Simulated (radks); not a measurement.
# Ionisation energy and size from Zr³⁺ to Cd³⁺, part 2 of 2

Aim: how ionisation energy and size change along these elements, and how far this level of theory lands from NIST. Each species and its ion are run in their NIST ground configurations.

The radial solver radks; scalar-relativistic Kohn-Sham, r2SCAN, spin-polarised, spherical densities, finite nucleus; open shells are filled with parallel spins first. In the logs a row gives level, spin channel, occupation and eigenvalue; Etot, Ekin, Encl (electron-nucleus), Eh (Hartree) and Exc are energies, all in hartree; err is the last residual, it the number of iterations.

## (11) Ru⁴⁺, [Kr] 4d4

Settings of this run:

```text
Z 44
configuration [Kr] 4d4
relativity scalar-relativistic
functional r2scan,r2scan
spin polarised
nucleus finite rms 4.4809 fm
c 137.035999084
```

Log:

```text
1s      1   1.0000        -809.79327634
2s      1   1.0000        -118.58950220
2p      1   3.0000        -106.31087712
3s      1   1.0000         -22.67401479
3p      1   3.0000         -18.60569417
3d      1   5.0000         -12.08453146
4s      1   1.0000          -4.81569046
4p      1   3.0000          -3.66286286
4d      1   4.0000          -1.97413980
1s      2   1.0000        -809.79439716
2s      2   1.0000        -118.55101221
2p      2   3.0000        -106.28290213
3s      2   1.0000         -22.66331592
3p      2   3.0000         -18.59083051
3d      2   5.0000         -12.05425833
4s      2   1.0000          -4.65696178
4p      2   3.0000          -3.49163702
4d      2   0.0000          -1.78259629
Etot -4527.796123511251
Ekin 4682.501407856729
Encl -10846.138027979252
Eh 1768.2455436637943
Exc -132.4050470525216
err 1.1516645187734135e-06
it 12
```

E(Ru⁴⁺) − E(Ru³⁺) = 46.450 eV.

## (12) Rh³⁺, [Kr] 4d6

Settings of this run:

```text
Z 45
configuration [Kr] 4d6
relativity scalar-relativistic
functional r2scan,r2scan
spin polarised
nucleus finite rms 4.4945 fm
c 137.035999084
```

Log:

```text
1s      1   1.0000        -849.72850094
2s      1   1.0000        -124.85532014
2p      1   3.0000        -111.93167191
3s      1   1.0000         -23.62603959
3p      1   3.0000         -19.34363283
3d      1   5.0000         -12.51975050
4s      1   1.0000          -4.50308782
4p      1   3.0000          -3.28375537
4d      1   5.0000          -1.51834279
1s      2   1.0000        -849.72935020
2s      2   1.0000        -124.81719316
2p      2   3.0000        -111.90379397
3s      2   1.0000         -23.61627793
3p      2   3.0000         -19.32975407
3d      2   5.0000         -12.49056774
4s      2   1.0000          -4.35476423
4p      2   3.0000          -3.12613289
4d      2   1.0000          -1.35744078
Etot -4782.663620468121
Ekin 4953.417351513028
Encl -11488.37400381361
Eh 1890.3313717633423
Exc -138.03833993088176
err 1.534787970585224e-06
it 12
```

4d down is the highest filled level (-36.938 eV).

## (13) Rh⁴⁺, [Kr] 4d5

Settings, as their differences from step 12:

```diff
@@ -1,3 +1,3 @@
 Z 45
-configuration [Kr] 4d6
+configuration [Kr] 4d5
 relativity scalar-relativistic
```

Log:

```text
1s      1   1.0000        -850.37073142
2s      1   1.0000        -125.51221440
2p      1   3.0000        -112.58675035
3s      1   1.0000         -24.26882452
3p      1   3.0000         -19.98713216
3d      1   5.0000         -13.16718253
4s      1   1.0000          -5.13055422
4p      1   3.0000          -3.89933243
4d      1   5.0000          -2.09169402
1s      2   1.0000        -850.37194116
2s      2   1.0000        -125.46021485
2p      2   3.0000        -112.54875546
3s      2   1.0000         -24.25496378
3p      2   3.0000         -19.96754142
3d      2   5.0000         -13.12671425
4s      2   1.0000          -4.92713206
4p      2   3.0000          -3.68279829
4d      2   0.0000          -1.85670366
Etot -4781.056986029716
Ekin 4951.881142031611
Encl -11459.661737975872
Eh 1864.282200068669
Exc -137.5585901541246
err 1.2303618658324267e-06
it 12
```

Ionisation energy of Rh³⁺: 43.719 eV.

## (14) Pd³⁺, [Kr] 4d7

Settings of this run:

```text
Z 46
configuration [Kr] 4d7
relativity scalar-relativistic
functional r2scan,r2scan
spin polarised
nucleus finite rms 4.5318 fm
c 137.035999084
```

Log:

```text
1s      1   1.0000        -891.38515813
2s      1   1.0000        -131.97661137
2p      1   3.0000        -118.37670302
3s      1   1.0000         -25.25972960
3p      1   3.0000         -20.75474796
3d      1   5.0000         -13.62235654
4s      1   1.0000          -4.77641561
4p      1   3.0000          -3.47465457
4d      1   5.0000          -1.58695216
1s      2   1.0000        -891.38567986
2s      2   1.0000        -131.94554370
2p      2   3.0000        -118.35387092
3s      2   1.0000         -25.25222129
3p      2   3.0000         -20.74384846
3d      2   5.0000         -13.59894240
4s      2   1.0000          -4.66242875
4p      2   3.0000          -3.35516863
4d      2   2.0000          -1.46842604
Etot -5044.21341925516
Ekin 5232.353434307937
Encl -12124.527203058999
Eh 1991.1152095317773
Exc -143.15486003587665
err 2.425390291482634e-06
it 12
```

4d down is the highest filled level (-39.958 eV).

## (15) Pd⁴⁺, [Kr] 4d6

Settings, as their differences from step 14:

```diff
@@ -1,3 +1,3 @@
 Z 46
-configuration [Kr] 4d7
+configuration [Kr] 4d6
 relativity scalar-relativistic
```

Log:

```text
1s      1   1.0000        -892.04834959
2s      1   1.0000        -132.65372460
2p      1   3.0000        -119.05210790
3s      1   1.0000         -25.92249302
3p      1   3.0000         -21.41824447
3d      1   5.0000         -14.28982650
4s      1   1.0000          -5.42270374
4p      1   3.0000          -4.10925923
4d      1   5.0000          -2.18036941
1s      2   1.0000        -892.04910839
2s      2   1.0000        -132.60895716
2p      2   3.0000        -119.01920939
3s      2   1.0000         -25.91140845
3p      2   3.0000         -21.40222044
3d      2   5.0000         -14.25577794
4s      2   1.0000          -5.25764726
4p      2   3.0000          -3.93638210
4d      2   1.0000          -2.00542717
Etot -5042.479494321231
Ekin 5230.687144760777
Encl -12094.207257520946
Eh 1963.6451637254
Exc -142.60454528646216
err 1.3264824731642168e-06
it 12
```

Ionisation energy of Pd³⁺: 47.183 eV.

## (16) Ag³⁺, [Kr] 4d8

Settings of this run:

```text
Z 47
configuration [Kr] 4d8
relativity scalar-relativistic
functional r2scan,r2scan
spin polarised
nucleus finite rms 4.5454 fm
c 137.035999084
```

Log:

```text
1s      1   1.0000        -934.13395763
2s      1   1.0000        -139.31207683
2p      1   3.0000        -125.00201751
3s      1   1.0000         -26.94027345
3p      1   3.0000         -22.20406965
3d      1   5.0000         -14.75685604
4s      1   1.0000          -5.04993536
4p      1   3.0000          -3.66378832
4d      1   5.0000          -1.65247352
1s      2   1.0000        -934.13423712
2s      2   1.0000        -139.28974297
2p      2   3.0000        -124.98553380
3s      2   1.0000         -26.93505513
3p      2   3.0000         -22.19637992
3d      2   5.0000         -14.74014947
4s      2   1.0000          -4.97246559
4p      2   3.0000          -3.58347842
4d      2   3.0000          -1.57414336
Etot -5314.269860487062
Ekin 5521.168489362628
Encl -12782.95249478471
Eh 2095.9307010990233
Exc -148.41655616400345
err 2.9476533686161017e-06
it 12
```

4d down is the highest filled level (-42.835 eV).

## (17) Ag⁴⁺, [Kr] 4d7

Settings, as their differences from step 16:

```diff
@@ -1,3 +1,3 @@
 Z 47
-configuration [Kr] 4d8
+configuration [Kr] 4d7
 relativity scalar-relativistic
```

Log:

```text
1s      1   1.0000        -934.81839571
2s      1   1.0000        -140.01004265
2p      1   3.0000        -125.69833703
3s      1   1.0000         -27.62363910
3p      1   3.0000         -22.88818548
3d      1   5.0000         -15.44501110
4s      1   1.0000          -5.71578408
4p      1   3.0000          -4.31805499
4d      1   5.0000          -2.26620690
1s      2   1.0000        -934.81885091
2s      2   1.0000        -139.97407343
2p      2   3.0000        -125.67179053
3s      2   1.0000         -27.61518434
3p      2   3.0000         -22.87573696
3d      2   5.0000         -15.41804499
4s      2   1.0000          -5.59040825
4p      2   3.0000          -4.18819036
4d      2   2.0000          -2.13781441
Etot -5312.41717657333
Ekin 5519.381592311245
Encl -12750.971918781157
Eh 2066.9757466081137
Exc -147.80259671153178
err 1.7285880768828898e-06
it 12
```

Ionisation energy of Ag³⁺: 50.414 eV.

## (18) Cd³⁺, [Kr] 4d9

Settings of this run:

```text
Z 48
configuration [Kr] 4d9
relativity scalar-relativistic
functional r2scan,r2scan
spin polarised
nucleus finite rms 4.6087 fm
c 137.035999084
```

Log:

```text
1s      1   1.0000        -977.98359324
2s      1   1.0000        -146.86489501
2p      1   3.0000        -131.80908954
3s      1   1.0000         -28.66910353
3p      1   3.0000         -23.69260563
3d      1   5.0000         -15.92398175
4s      1   1.0000          -5.32464540
4p      1   3.0000          -3.85194252
4d      1   5.0000          -1.71541597
1s      2   1.0000        -977.98370279
2s      2   1.0000        -146.85292950
2p      2   3.0000        -131.80022573
3s      2   1.0000         -28.66636078
3p      2   3.0000         -23.68852314
3d      2   5.0000         -15.91506556
4s      2   1.0000          -5.28526561
4p      2   3.0000          -3.81149341
4d      2   4.0000          -1.67641422
Etot -5592.95034728515
Ekin 5820.05104730981
Encl -13464.023128248358
Eh 2204.8447238774042
Exc -153.8229902240061
err 2.423115260100241e-06
it 12
```

Highest occupied level: 4d down at -45.618 eV.

## (19) Cd⁴⁺, [Kr] 4d8

Settings, as their differences from step 18:

```diff
@@ -1,3 +1,3 @@
 Z 48
-configuration [Kr] 4d9
+configuration [Kr] 4d8
 relativity scalar-relativistic
```

Log:

```text
1s      1   1.0000        -978.68900279
2s      1   1.0000        -147.58352061
2p      1   3.0000        -132.52611839
3s      1   1.0000         -29.37293971
3p      1   3.0000         -24.39720641
3d      1   5.0000         -16.63268250
4s      1   1.0000          -6.01006980
4p      1   3.0000          -4.52583546
4d      1   5.0000          -2.34922037
1s      2   1.0000        -978.68924002
2s      2   1.0000        -147.55796633
2p      2   3.0000        -132.50718887
3s      2   1.0000         -29.36709975
3p      2   3.0000         -24.38850355
3d      2   5.0000         -16.61365600
4s      2   1.0000          -5.92565437
4p      2   3.0000          -4.43918470
4d      2   3.0000          -2.26470993
Etot -5590.983257625714
Ekin 5818.148281284595
Encl -13430.352782554837
Eh 2174.3705673207887
Exc -153.14932367626096
err 1.941585375601391e-06
it 12
```

Ionisation energy of Cd³⁺: 53.527 eV.

## (20) What came out

The summary covers parts 1 to 2.

```tsv
species	configuration	Δ-SCF (eV)	NIST (eV)	−ε(HOMO) (eV)	its level	widest level	its <r> (bohr)
Zr³⁺	[Kr] 4d1	33.882	34.418 (exp.)	28.256	4d	4d	1.82
Nb³⁺	[Kr] 4d2	37.292	37.61 (exp.)	31.222	4d	4d	1.70
Mo³⁺	[Kr] 4d3	40.459	40.3 (semi-emp.)	34.030	4d	4d	1.59
Tc³⁺	[Kr] 4d4	43.500	41 (theory)	36.734	4d	4d	1.50
Ru³⁺	[Kr] 4d5	46.450	45 (theory)	39.362	4d	4d	1.42
Rh³⁺	[Kr] 4d6	43.719	42 (theory)	36.938	4d	4d	1.37
Pd³⁺	[Kr] 4d7	47.183	46 (theory)	39.958	4d	4d	1.31
Ag³⁺	[Kr] 4d8	50.414	49 (theory)	42.835	4d	4d	1.25
Cd³⁺	[Kr] 4d9	53.527	51 (theory)	45.618	4d	4d	1.19
```

Reference values: NIST Atomic Spectra Database (exp. measured, semi-emp. semi-empirical, theory a theoretical value adopted there). By these runs, which need not match the measured order, Cd³⁺ holds its electron most tightly (53.527 eV) and Zr³⁺ least (33.882 eV); the widest outer orbital is the 4d of Zr³⁺. The Δ-SCF values miss the measured or semi-empirical entries by -0.7 % in the signed mean; the largest miss is -1.6 % (Zr³⁺). Open shells are spherical and high-spin; term and fine-structure splittings are not resolved.
